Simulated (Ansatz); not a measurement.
A nudged elastic band was laid between two geometries of a periodic cell of 31 atoms, Al30Si (host Al, host structure fcc, dopant Si, one Al atom removed).

The calculation used DFT PBE-D3(BJ), scalar-relativistic, plane waves, PAW (Ansatz 0.2.0). Settings: PAW set soft_1, cutoff 420 eV, k mesh 3x3x3, gaussian smearing 0.1 eV, no spin polarisation.

```
movable images  : 5
climbing image  : yes
spring          : 10.0 eV/Å²
optimiser       : lbfgs
start path      : IDPP
force threshold : 0.05 eV/Å
iteration limit : 40
end points      : relaxed
```

First end point:

```xyz
31
Lattice="8.1000 0.0000 0.0000 0.0000 8.1000 0.0000 0.0000 0.0000 8.1000" Properties=species:S:1:pos:R:3
Si 4.046 -0.008 -0.006
Al 6.064 1.964 -0.020
Al 6.067 -0.012 2.024
Al 0.000 -0.009 -0.018
Al 2.037 2.014 0.002
Al 4.051 4.040 0.001
Al 6.063 6.115 -0.021
Al 2.043 -0.011 2.008
Al 4.048 2.010 2.012
Al 6.079 4.038 2.024
Al 4.069 -0.011 4.051
Al 6.075 2.003 4.067
Al 0.003 4.041 0.002
Al 2.038 6.066 0.004
Al 0.006 2.023 2.023
Al 2.034 4.038 2.021
Al 4.051 6.070 2.013
Al -0.014 -0.010 4.065
Al 2.031 2.022 4.051
Al 4.050 4.042 4.047
Al 6.077 6.075 4.067
Al 2.030 -0.010 6.088
Al 4.075 1.968 6.087
Al 6.079 4.041 6.075
Al 0.004 6.056 2.021
Al 0.000 4.038 4.053
Al 2.033 6.057 4.047
Al -0.015 2.002 6.077
Al 2.030 4.040 6.072
Al 4.075 6.114 6.088
Al -0.013 6.078 6.076
```

Last end point:

```xyz
31
Lattice="8.1000 0.0000 0.0000 0.0000 8.1000 0.0000 0.0000 0.0000 8.1000" Properties=species:S:1:pos:R:3
Si 6.079 0.000 -2.029
Al 6.054 1.977 -0.014
Al 6.058 0.000 2.020
Al -0.004 0.000 -0.014
Al 2.042 2.011 -0.002
Al 4.048 4.050 0.002
Al 6.054 6.123 -0.014
Al 2.043 0.000 2.007
Al 4.052 2.011 2.008
Al 6.079 4.050 2.028
Al 4.064 0.000 4.054
Al 6.079 2.021 4.060
Al 0.000 4.050 0.002
Al 2.042 6.089 -0.002
Al -0.004 2.033 2.027
Al 2.027 4.050 2.023
Al 4.052 6.089 2.008
Al -0.014 0.000 4.064
Al 2.023 2.033 4.054
Al 4.048 4.050 4.050
Al 6.079 6.079 4.060
Al 2.030 0.000 6.092
Al 4.064 1.977 6.096
Al 6.078 4.050 6.072
Al -0.004 6.067 2.027
Al -0.005 4.050 4.055
Al 2.023 6.067 4.054
Al -0.010 2.021 6.071
Al 2.022 4.050 6.071
Al 4.064 6.123 6.096
Al -0.010 6.079 6.071
```

(1) What changes between the two ends?

(2) Give the energies along the band, and the barrier.

(3) What is the geometry of the highest image?

Results:

(1) The atom that moves furthest is Si1, by 2.87 Å.

(2) The forces met the threshold. The highest image is number 3 of 0 to 6, 0.65 eV above the ends, which have the same energy within 2 meV. By the program's own check the climbing image is of a kind that is not told: the force calls were inconclusive, a negative curvature could not be distinguished from the path's own, the only one lies far off the path, or fixed occupations may fill a level only in part (lowest curvatures found: -1.67 and -0.01 eV/Å²). Limits of this set-up: coarse k mesh.

```
image  path coordinate (Å)  energy (eV)
    0                 0.00         0.00
    1                 0.49         0.16
    2                 0.99         0.48
    3                 1.49         0.65
    4                 1.99         0.48
    5                 2.49         0.16
    6                 2.99         0.00
```

(3) 
```xyz
31
Lattice="8.1000 0.0000 0.0000 0.0000 8.1000 0.0000 0.0000 0.0000 8.1000" Properties=species:S:1:pos:R:3
Si 5.149 -0.004 -0.928
Al 6.117 2.147 0.040
Al 5.998 -0.005 1.935
Al -0.088 -0.005 -0.078
Al 2.048 1.986 0.013
Al 4.031 4.045 0.002
Al 6.118 5.942 0.041
Al 2.042 -0.005 2.003
Al 4.025 2.010 1.995
Al 6.086 4.045 2.094
Al 4.097 -0.005 4.086
Al 6.090 1.986 4.071
Al 0.071 4.045 0.010
Al 2.048 6.104 0.013
Al -0.003 2.012 2.020
Al 2.018 4.045 2.032
Al 4.025 6.080 1.995
Al -0.020 -0.005 4.065
Al 2.029 2.029 4.052
Al 4.037 4.045 4.017
Al 6.090 6.104 4.071
Al 2.063 -0.005 6.120
Al 4.031 2.060 6.054
Al 6.079 4.045 6.054
Al -0.003 6.078 2.020
Al 0.009 4.045 4.041
Al 2.029 6.061 4.052
Al -0.028 2.010 6.048
Al 1.993 4.045 6.060
Al 4.030 6.029 6.053
Al -0.028 6.080 6.048
```

The run took 13 min on 4 threads of AMD EPYC 7R43 64-Core Processor (Zen 3), with other jobs on the host, peak memory 4.2 GiB.
